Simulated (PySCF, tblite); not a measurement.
# C₂H₅N₃Si: bond homolysis

Wanted: bond homolysis for C₂H₅N₃Si (`[SiH3]n1ccnn1`).

Computed with tblite 0.8.0 and PySCF 2.14.0 and routines of our own; the level stands in each step. Atoms count from 0.

### Step 1. The starting structure

11 atoms, charge 0, multiplicity 1; geometry from: start built from the parent or by distance geometry.

### Step 2. Optimising the geometry with GFN2-xTB

The job: settings as JSON, then the geometry in Å.

```
{"job": {"kind": "relax", "xc": "GFN2-xTB", "basis": "xTB"}, "charge": 0, "multiplicity": 1}
Si    -1.812900    -0.130300     0.090300
N     -0.086500    -0.249100    -0.188700
C      0.853500     0.571600     0.360700
C      2.073500     0.144500    -0.105800
N      1.855400    -0.970600    -0.851000
N      0.532600    -1.191200    -0.909900
H     -2.176600     0.105600     1.508000
H     -2.464900    -1.308700    -0.462000
H     -2.409100     1.010300    -0.654500
H      0.631100     1.432500     1.003600
H      3.014800     0.590800     0.157400
```

Run with:

```
$ OMP_NUM_THREADS=1 python redox_run.py task.json out
```

The driver reads the jobs from task.json and runs them one after another.

Output:

```text
step      E/eV     max force
  0    -471.04740    2.865
  1    -471.20654    0.780
  2    -471.23450    0.500
  3    -471.26585    0.378
  4    -471.28475    0.404
  5    -471.31239    0.447
  6    -471.32877    0.401
  7    -471.33845    0.241
  8    -471.34296    0.204
  9    -471.34562    0.120
 10    -471.34760    0.112
 11    -471.34898    0.103
 12    -471.35019    0.083
 13    -471.35126    0.088
 14    -471.35205    0.072
 15    -471.35260    0.051
 16    -471.35309    0.068
 17    -471.35353    0.058
 18    -471.35388    0.056
 19    -471.35418    0.057
 20    -471.35454    0.053
 21    -471.35512    0.075
 22    -471.35593    0.079
 23    -471.35667    0.065
 24    -471.35708    0.043
 25    -471.35726    0.028
 26    -471.35735    0.025
 27    -471.35743    0.022
 28    -471.35748    0.018
 29    -471.35752    0.016
 30    -471.35756    0.018
 31    -471.35758    0.017
 32    -471.35760    0.011
 33    -471.35761    0.010
```

It took 0.13 s on 1 thread of AMD EPYC 9R45, shared host.

Along the way: (not every step is listed)

```csv
step,energy from step 0 (eV),largest force (eV/Å)
0,0.0000,2.8651
1,-0.1591,0.7797
2,-0.1871,0.4996
3,-0.2185,0.3776
4,-0.2373,0.4040
5,-0.2650,0.4468
6,-0.2814,0.4009
7,-0.2911,0.2408
8,-0.2956,0.2045
10,-0.3002,0.1116
12,-0.3028,0.0826
14,-0.3047,0.0721
16,-0.3057,0.0678
18,-0.3065,0.0561
20,-0.3071,0.0534
22,-0.3085,0.0794
24,-0.3097,0.0429
26,-0.3100,0.0247
28,-0.3101,0.0176
29,-0.3101,0.0162
30,-0.3102,0.0180
31,-0.3102,0.0166
32,-0.3102,0.0110
33,-0.3102,0.0099
```

Close pairs (by a distance rule), those that changed most:

```csv
bond,before (Å),after (Å),change (Å)
N4–N5,1.342,1.269,-0.073
C2–H9,1.097,1.069,-0.028
Si0–H8,1.487,1.463,-0.024
Si0–H6,1.482,1.463,-0.019
Si0–N1,1.753,1.762,+0.009
N1–C2,1.363,1.356,-0.008
C3–N4,1.359,1.351,-0.008
N1–N5,1.338,1.344,+0.006
```

The next job starts from the end point, and lists it.

### Step 3. Infrared spectrum with GFN2-xTB

The job: settings as JSON, then the geometry in Å.

```
{"job": {"kind": "ir", "xc": "GFN2-xTB", "basis": "xTB"}, "charge": 0, "multiplicity": 1}
Si    -1.868434    -0.129094     0.057284
N     -0.114945    -0.172221    -0.104951
C      0.850047     0.640291     0.391128
C      2.030086     0.132354    -0.086428
N      1.732348    -0.949241    -0.839439
N      0.475376    -1.124553    -0.848082
H     -2.132155     0.038315     1.486900
H     -2.291008    -1.405116    -0.491229
H     -2.328732     1.039545    -0.692622
H      0.619673     1.474834     1.018434
H      3.038593     0.460226     0.057078
```

Output:

```text
mode    cm-1     km/mol
  1      46.3      0.40
  2     140.5      0.78
  3     183.6      3.81
  4     481.7     29.69
  5     563.6     56.86
  6     575.5     55.69
  7     628.1     14.54
  8     693.4      0.62
  9     736.1    186.91
 10     761.1    261.79
 11     792.0     85.87
 12     792.5    249.82
 13     833.6      3.51
 14     926.7      9.92
 15     988.3      5.90
 16    1047.4     95.54
 17    1093.9      3.43
 18    1148.3     86.21
 19    1260.7     42.82
 20    1354.7     69.17
 21    1384.9     75.79
 22    1473.8      7.87
 23    2272.6    345.65
 24    2281.3    150.68
 25    2381.2    207.75
 26    3181.8     12.11
 27    3195.6     24.65
ZPE 186.732  H(298)-E 206.002  G(298)-E 107.367 kJ/mol  S 330.82 J/(mol K)
```

It took 0.4 s on 1 thread of AMD EPYC 9R45, shared host.

The strongest bands and the atoms that carry them (share of the mass-weighted mode):

```csv
cm⁻¹,km/mol,atoms
736,186.9,"H7 59 %, H6 24 %, H8 11 %"
761,261.8,"H8 42 %, H6 30 %, H7 21 %"
792,249.8,"H6 32 %, H8 31 %, H9 18 %"
1047,95.5,"H9 51 %, N5 25 %, N4 11 %"
1148,86.2,"N1 48 %, N5 26 %, H9 20 %"
2273,345.6,"H6 70 %, H8 26 %"
2281,150.7,"H8 71 %, H6 27 %"
2381,207.8,H7 97 %
```

### Step 4. Optimising the geometry at PBE0-D3(BJ)/def2-SVP

Settings changed since step 3:

```diff
@@ -1,2 +1,2 @@
-{"job": {"kind": "ir", "xc": "GFN2-xTB", "basis": "xTB"}, "charge": 0, "multiplicity": 1}
+{"job": {"xc": "PBE0", "basis": "def2-SVP", "d3": "d3bj", "grid": 1, "kind": "geom"}, "charge": 0, "multiplicity": 1}
 Si    -1.868434    -0.129094     0.057284
```

Output:

```text
step   0  E = -532.26982036  max force = 0.020419
step   1  E = -532.27276369  max force = 0.003227
step   2  E = -532.27281430  max force = 0.000226
step   3  E = -532.27284885  max force = 0.001198
step   4  E = -532.27281098  max force = 0.012203
step   5  E = -532.27307901  max force = 0.005360
step   6  E = -532.27322678  max force = 0.005269
step   7  E = -532.27354218  max force = 0.001848
step   8  E = -532.27362253  max force = 0.000834
step   9  E = -532.27366341  max force = 0.000659
step  10  E = -532.27367711  max force = 0.000245
optimisation converged
```

Wall time 36 s (1 thread of AMD EPYC 9R45, shared host).

The steps of the relaxation: (the energy doesn't fall at every step)

```csv
step,energy from step 0 (eV),largest force component (eV/Å)
0,0.0000,1.0500
1,-0.0801,0.1659
2,-0.0815,0.0116
3,-0.0824,0.0616
4,-0.0814,0.6275
5,-0.0887,0.2756
6,-0.0927,0.2709
7,-0.1013,0.0950
8,-0.1035,0.0429
9,-0.1046,0.0339
10,-0.1049,0.0126
```

Close pairs (by a distance rule), those that changed most:

```csv
bond,before (Å),after (Å),change (Å)
Si0–H7,1.452,1.485,+0.033
Si0–N1,1.762,1.791,+0.029
Si0–H6,1.463,1.488,+0.025
Si0–H8,1.463,1.485,+0.022
C2–H9,1.069,1.087,+0.018
C3–H10,1.070,1.088,+0.018
N4–N5,1.269,1.284,+0.015
C3–N4,1.351,1.359,+0.008
```

The next job starts from the end point, and lists it.

```csv
at the end point,value
point group (found at 0.08 Å tolerance),Cs
"rotational constants (GHz, main isotopes)","9.015, 2.145, 1.770"
dipole moment (D),4.25
```

### Step 5. Single point (C₂H₅N₃Si): M06-2X/def2-TZVP

Geometry: PBE0-D3(BJ)/def2-SVP.

The job: settings as JSON, then the geometry in Å.

```
{"job": {"kind": "sp", "xc": "M06-2X", "basis": "def2-TZVP", "grid": 3}, "charge": 0, "multiplicity": 1}
Si    -1.861977    -0.228136     0.012436
N     -0.082587    -0.114710    -0.152562
C      0.865094     0.531885     0.578404
C      2.045774     0.228262    -0.054899
N      1.766617    -0.571365    -1.117805
N      0.499724    -0.773697    -1.173212
H     -2.189842     0.619514     1.191167
H     -2.236885    -1.645570     0.249746
H     -2.490383     0.300348    -1.224739
H      0.628929     1.131930     1.453331
H      3.062370     0.531807     0.184698
```

Output:

```text
coarse grid: 44496 points
cycle   1  E = -532.8789052372  dE =  1.145e+00  |g| = 3.852e-01  |ddm| = 2.716e+00
cycle   2  E = -532.8803905494  dE = -1.485e-03  |g| = 4.137e-01  |ddm| = 6.176e-01
cycle   3  E = -532.9141248673  dE = -3.373e-02  |g| = 1.237e-01  |ddm| = 3.025e-01
cycle   4  E = -532.9173059803  dE = -3.181e-03  |g| = 1.746e-02  |ddm| = 9.432e-02
cycle   5  E = -532.9173686620  dE = -6.268e-05  |g| = 6.736e-03  |ddm| = 2.006e-02
cycle   6  E = -532.9173779989  dE = -9.337e-06  |g| = 2.497e-03  |ddm| = 6.177e-03
final grid: 138168 points
cycle   7  E = -532.9180887662  dE = -9.903e-06  |g| = 3.720e-03  |ddm| = 1.466e-02
cycle   8  E = -532.9180873121  dE =  1.454e-06  |g| = 4.689e-03  |ddm| = 4.894e-03
cycle   9  E = -532.9180913270  dE = -4.015e-06  |g| = 4.534e-04  |ddm| = 2.572e-03
cycle  10  E = -532.9180913577  dE = -3.068e-08  |g| = 2.117e-04  |ddm| = 3.940e-04
cycle  11  E = -532.9180913681  dE = -1.046e-08  |g| = 6.828e-05  |ddm| = 2.014e-04
cycle  12  E = -532.9180913693  dE = -1.128e-09  |g| = 1.623e-05  |ddm| = 6.750e-05
converged SCF energy = -532.9180913693
```

Wall time 17 s (1 thread of AMD EPYC 9R45, shared host); peak memory 0.73 GiB.

### Step 6. Relaxing the molecule with GFN2-xTB

This step treats C2H4N3Si radical, labelled `[SiH3]n1c[c]nn1` (the label fixes atoms and charge, not where charge and spin sit).

The job: settings as JSON, then the geometry in Å.

```
{"job": {"kind": "relax", "xc": "GFN2-xTB", "basis": "xTB"}, "charge": 0, "multiplicity": 2}
Si    -1.845700    -0.234300     0.007200
N     -0.093300    -0.106100    -0.175600
C      0.882500     0.524300     0.581600
C      2.043300     0.242900    -0.075500
N      1.763400    -0.575200    -1.106500
N      0.488700    -0.775400    -1.182000
H     -2.189400     0.625300     1.180200
H     -2.225400    -1.636600     0.254800
H     -2.481400     0.293500    -1.226000
H      0.619600     1.129300     1.458600
```

Output:

```text
step      E/eV     max force
  0    -454.43000    1.474
  1    -454.50219    0.629
  2    -454.52819    0.313
  3    -454.53273    0.158
  4    -454.53538    0.168
  5    -454.53720    0.140
  6    -454.53867    0.123
  7    -454.53986    0.099
  8    -454.54096    0.111
  9    -454.54181    0.072
 10    -454.54233    0.059
 11    -454.54263    0.046
 12    -454.54283    0.041
 13    -454.54295    0.037
 14    -454.54303    0.028
 15    -454.54307    0.018
 16    -454.54309    0.012
 17    -454.54310    0.010
 18    -454.54311    0.009
 19    -454.53260    0.395
 20    -454.53839    0.277
 21    -454.54375    0.152
 22    -454.54410    0.111
 23    -454.54449    0.027
 24    -454.54452    0.020
 25    -454.54455    0.017
 26    -454.54457    0.015
 27    -454.54460    0.018
 28    -454.54462    0.021
 29    -454.54464    0.017
 30    -454.54465    0.013
 31    -454.54466    0.013
 32    -454.54468    0.016
 33    -454.54469    0.015
 34    -454.54470    0.011
 35    -454.54471    0.009
```

It took 0.07 s on 1 thread of AMD EPYC 9R45, shared host.

Relaxation path: (not every step is listed) (the energy doesn't fall at every step)

```csv
step,energy from step 0 (eV),largest force (eV/Å)
0,0.0000,1.4743
1,-0.0722,0.6292
2,-0.0982,0.3128
3,-0.1027,0.1579
4,-0.1054,0.1679
5,-0.1072,0.1402
6,-0.1087,0.1229
7,-0.1099,0.0992
8,-0.1110,0.1107
10,-0.1123,0.0587
12,-0.1128,0.0413
14,-0.1130,0.0285
16,-0.1131,0.0124
18,-0.1131,0.0093
20,-0.1084,0.2765
22,-0.1141,0.1109
24,-0.1145,0.0203
26,-0.1146,0.0154
28,-0.1146,0.0214
30,-0.1146,0.0132
31,-0.1147,0.0131
32,-0.1147,0.0160
33,-0.1147,0.0153
34,-0.1147,0.0109
35,-0.1147,0.0092
```

Close pairs (by a distance rule), those that changed most:

```csv
bond,before (Å),after (Å),change (Å)
Si0–H6,1.494,1.462,-0.032
C2–H9,1.097,1.067,-0.030
Si0–H8,1.484,1.455,-0.029
N1–C2,1.387,1.358,-0.028
C3–N4,1.346,1.326,-0.020
Si0–H7,1.474,1.459,-0.015
N4–N5,1.293,1.279,-0.014
N1–N5,1.341,1.353,+0.011
```

The next job starts from the end point, and lists it.

### Step 7. Vibrational analysis with GFN2-xTB

The job: settings as JSON, then the geometry in Å.

```
{"job": {"kind": "ir", "xc": "GFN2-xTB", "basis": "xTB"}, "charge": 0, "multiplicity": 2}
Si    -1.871228    -0.224532     0.018880
N     -0.118280    -0.103039    -0.153378
C      0.842606     0.508050     0.587420
C      2.004738     0.195401    -0.063305
N      1.750508    -0.555661    -1.125893
N      0.486195    -0.737242    -1.184273
H     -2.198510     0.795065     1.014780
H     -2.149933    -1.574600     0.496676
H     -2.406678     0.059007    -1.304113
H      0.628455     1.081106     1.461641
```

Output:

```text
mode    cm-1     km/mol
  1     -51.3      0.89
  2     140.9      0.08
  3     176.5      2.11
  4     473.7     38.20
  5     555.1     43.12
  6     575.4     60.07
  7     598.6     12.64
  8     668.7      6.48
  9     743.4    197.39
 10     757.4    173.05
 11     768.0      3.75
 12     782.1    416.38
 13     842.5     13.66
 14     962.3      9.07
 15    1025.4     81.42
 16    1129.1     58.62
 17    1193.9     19.66
 18    1344.4     62.14
 19    1345.6    101.40
 20    1428.6     10.12
 21    2284.7    226.08
 22    2312.8    223.06
 23    2347.6    219.50
 24    3210.5      8.66
ZPE 153.831  H(298)-E 173.065  G(298)-E 72.890 kJ/mol  S 335.99 J/(mol K)
```

Run time: 0.24 s. Hardware: 1 thread of AMD EPYC 9R45, shared host.

The strongest bands and the atoms that carry them (share of the mass-weighted mode):

```csv
cm⁻¹,km/mol,atoms
743,197.4,"H8 50 %, H6 44 %"
757,173.1,"H7 57 %, H6 24 %, H8 14 %"
782,416.4,"H6 34 %, H7 31 %, H8 26 %"
1025,81.4,"H9 65 %, N1 16 %"
1346,101.4,"C3 36 %, N5 21 %, N4 19 %, C2 17 %"
2285,226.1,H6 97 %
2313,223.1,H7 97 %
2348,219.5,H8 96 %
```

### Step 8. Relaxing the molecule at PBE0-D3(BJ)/def2-SVP

This step treats C2H4N3Si radical, labelled `[SiH3]n1c[c]nn1` (the label fixes atoms and charge, not where charge and spin sit).

Settings changed since step 7:

```diff
@@ -1,2 +1,2 @@
-{"job": {"kind": "ir", "xc": "GFN2-xTB", "basis": "xTB"}, "charge": 0, "multiplicity": 2}
+{"job": {"xc": "PBE0", "basis": "def2-SVP", "d3": "d3bj", "grid": 1, "kind": "geom"}, "charge": 0, "multiplicity": 2}
 Si    -1.871228    -0.224532     0.018880
```

Output:

```text
step   0  E = -531.57405778  max force = 0.027451
step   1  E = -531.57696782  max force = 0.009000
step   2  E = -531.57713651  max force = 0.000472
step   3  E = -531.57714995  max force = 0.000285
optimisation converged
```

Run time: 18 s. Hardware: 1 thread of AMD EPYC 9R45, shared host.

Relaxation path:

```csv
step,energy from step 0 (eV),largest force component (eV/Å)
0,0.0000,1.4116
1,-0.0792,0.4628
2,-0.0838,0.0243
3,-0.0841,0.0147
```

Distances of close pairs at the start and the end, largest changes first:

```csv
bond,before (Å),after (Å),change (Å)
Si0–N1,1.766,1.796,+0.030
Si0–H8,1.455,1.483,+0.028
Si0–H7,1.459,1.486,+0.027
Si0–H6,1.462,1.488,+0.025
N4–N5,1.279,1.298,+0.020
C2–H9,1.067,1.086,+0.019
N1–C2,1.358,1.366,+0.007
N1–N5,1.353,1.346,-0.007
```

The end geometry stands in the next job.

```csv
at the end point,value
point group (found at 0.08 Å tolerance),C1
"rotational constants (GHz, main isotopes)","9.250, 2.225, 1.833"
dipole moment (D),4.57
⟨S²⟩,0.758
```

### Step 9. Single point (C₂H₄N₃Si radical, [SiH3]n1c[c]nn1): M06-2X/def2-TZVP

Geometry: PBE0-D3(BJ)/def2-SVP.

The job: settings as JSON, then the geometry in Å.

```
{"job": {"kind": "sp", "xc": "M06-2X", "basis": "def2-TZVP", "grid": 3}, "charge": 0, "multiplicity": 2}
Si    -1.862561    -0.246265    -0.001886
N     -0.080324    -0.098590    -0.165612
C      0.853697     0.538194     0.600669
C      2.024937     0.219511    -0.038614
N      1.794938    -0.542834    -1.093349
N      0.515793    -0.746965    -1.183464
H     -2.228596     0.755276     1.035481
H     -2.195257    -1.623636     0.444480
H     -2.471881     0.068269    -1.317215
H      0.611027     1.128855     1.478866
```

Output:

```text
coarse grid: 42024 points
cycle   1  E = -532.1681164775  dE =  1.203e+00  |g| = 2.877e-01  |ddm| = 1.910e+00
cycle   2  E = -532.1767852338  dE = -8.669e-03  |g| = 3.141e-01  |ddm| = 4.557e-01
cycle   3  E = -532.2153862104  dE = -3.860e-02  |g| = 9.150e-02  |ddm| = 2.180e-01
cycle   4  E = -532.2196045868  dE = -4.218e-03  |g| = 2.329e-02  |ddm| = 7.836e-02
cycle   5  E = -532.2201972044  dE = -5.926e-04  |g| = 9.188e-03  |ddm| = 3.882e-02
cycle   6  E = -532.2202947764  dE = -9.757e-05  |g| = 3.896e-03  |ddm| = 1.737e-02
cycle   7  E = -532.2203135559  dE = -1.878e-05  |g| = 1.798e-03  |ddm| = 6.956e-03
cycle   8  E = -532.2203177991  dE = -4.243e-06  |g| = 1.040e-03  |ddm| = 3.040e-03
final grid: 128360 points
cycle   9  E = -532.2208507833  dE = -1.190e-05  |g| = 1.743e-03  |ddm| = 1.052e-02
cycle  10  E = -532.2208506866  dE =  9.674e-08  |g| = 1.976e-03  |ddm| = 2.579e-03
cycle  11  E = -532.2208524393  dE = -1.753e-06  |g| = 4.746e-04  |ddm| = 1.445e-03
cycle  12  E = -532.2208526261  dE = -1.868e-07  |g| = 2.191e-04  |ddm| = 4.778e-04
cycle  13  E = -532.2208527199  dE = -9.384e-08  |g| = 1.491e-04  |ddm| = 3.923e-04
cycle  14  E = -532.2208527725  dE = -5.259e-08  |g| = 5.609e-05  |ddm| = 3.579e-04
cycle  15  E = -532.2208527862  dE = -1.374e-08  |g| = 2.046e-05  |ddm| = 2.603e-04
cycle  16  E = -532.2208527868  dE = -5.730e-10  |g| = 1.290e-05  |ddm| = 4.196e-05
converged SCF energy = -532.2208527868
```

Wall time 35 s (1 thread of AMD EPYC 9R45, shared host); peak memory 0.75 GiB.

### Step 10. Optimising the geometry with GFN2-xTB

This step treats C₂H₄N₃Si radical, labelled `[SiH3]n1[c]cnn1` (the label fixes atoms and charge, not where charge and spin sit).

The job: settings as JSON, then the geometry in Å.

```
{"job": {"kind": "relax", "xc": "GFN2-xTB", "basis": "xTB"}, "charge": 0, "multiplicity": 2}
Si    -1.845700    -0.234300     0.007200
N     -0.093300    -0.106100    -0.175600
C      0.882500     0.524300     0.581600
C      2.043300     0.242900    -0.075500
N      1.763400    -0.575200    -1.106500
N      0.488700    -0.775400    -1.182000
H     -2.189400     0.625300     1.180200
H     -2.225400    -1.636600     0.254800
H     -2.481400     0.293500    -1.226000
H      3.053000     0.529100     0.190000
```

Output:

```text
step      E/eV     max force
  0    -454.52865    1.882
  1    -454.59455    0.686
  2    -454.61654    0.395
  3    -454.62186    0.193
  4    -454.62517    0.132
  5    -454.62680    0.125
  6    -454.62929    0.154
  7    -454.63117    0.123
  8    -454.63267    0.104
  9    -454.63361    0.070
 10    -454.63422    0.073
 11    -454.63455    0.058
 12    -454.63474    0.036
 13    -454.63490    0.035
 14    -454.63503    0.029
 15    -454.63511    0.025
 16    -454.63518    0.026
 17    -454.63525    0.023
 18    -454.63534    0.027
 19    -454.63546    0.036
 20    -454.63562    0.043
 21    -454.63582    0.037
 22    -454.63597    0.036
 23    -454.63605    0.025
 24    -454.63609    0.016
 25    -454.63613    0.020
 26    -454.63619    0.023
 27    -454.63623    0.020
 28    -454.63625    0.007
```

It took 0.1 s on 1 thread of AMD EPYC 9R45, shared host.

Along the way:

```csv
step,energy from step 0 (eV),largest force (eV/Å)
0,0.0000,1.8823
1,-0.0659,0.6856
2,-0.0879,0.3946
3,-0.0932,0.1926
4,-0.0965,0.1323
5,-0.0981,0.1249
6,-0.1006,0.1537
7,-0.1025,0.1233
8,-0.1040,0.1039
9,-0.1050,0.0704
10,-0.1056,0.0729
11,-0.1059,0.0579
12,-0.1061,0.0362
13,-0.1062,0.0352
14,-0.1064,0.0291
15,-0.1065,0.0250
16,-0.1065,0.0261
17,-0.1066,0.0231
18,-0.1067,0.0266
19,-0.1068,0.0359
20,-0.1070,0.0432
21,-0.1072,0.0372
22,-0.1073,0.0364
23,-0.1074,0.0253
24,-0.1074,0.0164
25,-0.1075,0.0195
26,-0.1075,0.0228
27,-0.1076,0.0202
28,-0.1076,0.0073
```

Close pairs (by a distance rule), those that changed most:

```csv
bond,before (Å),after (Å),change (Å)
N1–C2,1.387,1.351,-0.036
Si0–H6,1.494,1.461,-0.033
Si0–H8,1.484,1.458,-0.026
C3–H9,1.083,1.067,-0.015
Si0–H7,1.474,1.459,-0.015
N1–N5,1.341,1.335,-0.006
C2–C3,1.363,1.369,+0.006
C3–N4,1.346,1.341,-0.004
```

The final coordinates are the input of the step that follows.

### Step 11. Vibrational analysis with GFN2-xTB

The job: settings as JSON, then the geometry in Å.

```
{"job": {"kind": "ir", "xc": "GFN2-xTB", "basis": "xTB"}, "charge": 0, "multiplicity": 2}
Si    -1.873360    -0.220282     0.019027
N     -0.121780    -0.147162    -0.197995
C      0.817519     0.494682     0.529801
C      2.031196     0.234969    -0.047814
N      1.766813    -0.553706    -1.099892
N      0.498106    -0.783496    -1.194721
H     -2.097851     0.637792     1.179774
H     -2.191401    -1.623126     0.261523
H     -2.451017     0.300001    -1.214598
H      3.017445     0.547974     0.213074
```

Output:

```text
mode    cm-1     km/mol
  1     -11.0      0.86
  2     139.6      1.18
  3     159.2      1.72
  4     471.2     45.69
  5     561.6     53.74
  6     578.4     77.66
  7     592.3      5.89
  8     687.2      4.92
  9     742.1    208.95
 10     756.1    157.67
 11     783.3    414.03
 12     800.9      1.59
 13     842.7     40.25
 14     955.1      8.20
 15    1064.2      3.81
 16    1144.5     83.75
 17    1213.8      5.34
 18    1299.8     45.40
 19    1327.4    136.27
 20    1438.2     18.33
 21    2299.5    184.79
 22    2316.4    264.82
 23    2321.7    234.82
 24    3215.9      8.48
ZPE 153.851  H(298)-E 173.340  G(298)-E 71.216 kJ/mol  S 342.53 J/(mol K)
```

Run time: 0.26 s. Hardware: 1 thread of AMD EPYC 9R45, shared host.

Which atoms move in the most intense modes:

```csv
cm⁻¹,km/mol,atoms
742,208.9,"H6 62 %, H8 20 %, H7 12 %"
756,157.7,"H7 46 %, H8 38 %, H6 11 %"
783,414.0,"H7 32 %, H8 32 %, H6 26 %"
1144,83.8,"N5 49 %, N1 46 %"
1327,136.3,"N1 45 %, C2 31 %, C3 17 %"
2300,184.8,H6 95 %
2316,264.8,H7 95 %
2322,234.8,H8 95 %
```

### Step 12. Relaxing the molecule at PBE0-D3(BJ)/def2-SVP

This step treats C2H4N3Si radical, labelled `[SiH3]n1[c]cnn1` (the label fixes atoms and charge, not where charge and spin sit).

Settings changed since step 11:

```diff
@@ -1,2 +1,2 @@
-{"job": {"kind": "ir", "xc": "GFN2-xTB", "basis": "xTB"}, "charge": 0, "multiplicity": 2}
+{"job": {"xc": "PBE0", "basis": "def2-SVP", "d3": "d3bj", "grid": 1, "kind": "geom"}, "charge": 0, "multiplicity": 2}
 Si    -1.873360    -0.220282     0.019027
```

Output:

```text
step   0  E = -531.57166363  max force = 0.014789
step   1  E = -531.57430688  max force = 0.003420
step   2  E = -531.57434635  max force = 0.000313
step   3  E = -531.57434786  max force = 0.000162
optimisation converged
```

It took 18 s on 1 thread of AMD EPYC 9R45, shared host.

Relaxation path:

```csv
step,energy from step 0 (eV),largest force component (eV/Å)
0,0.0000,0.7605
1,-0.0719,0.1759
2,-0.0730,0.0161
3,-0.0730,0.0083
```

Distances of close pairs at the start and the end, largest changes first:

```csv
bond,before (Å),after (Å),change (Å)
Si0–N1,1.766,1.793,+0.027
Si0–H8,1.458,1.484,+0.026
Si0–H7,1.459,1.485,+0.026
Si0–H6,1.461,1.486,+0.026
N1–N5,1.335,1.357,+0.022
C3–N4,1.341,1.361,+0.020
C3–H9,1.067,1.086,+0.019
N1–C2,1.351,1.345,-0.006
```

The final coordinates are the input of the step that follows.

```csv
at the end point,value
point group (found at 0.08 Å tolerance),Cs
"rotational constants (GHz, main isotopes)","10.027, 2.118, 1.786"
dipole moment (D),3.55
⟨S²⟩,0.761
```

[end of part 1 of 2]
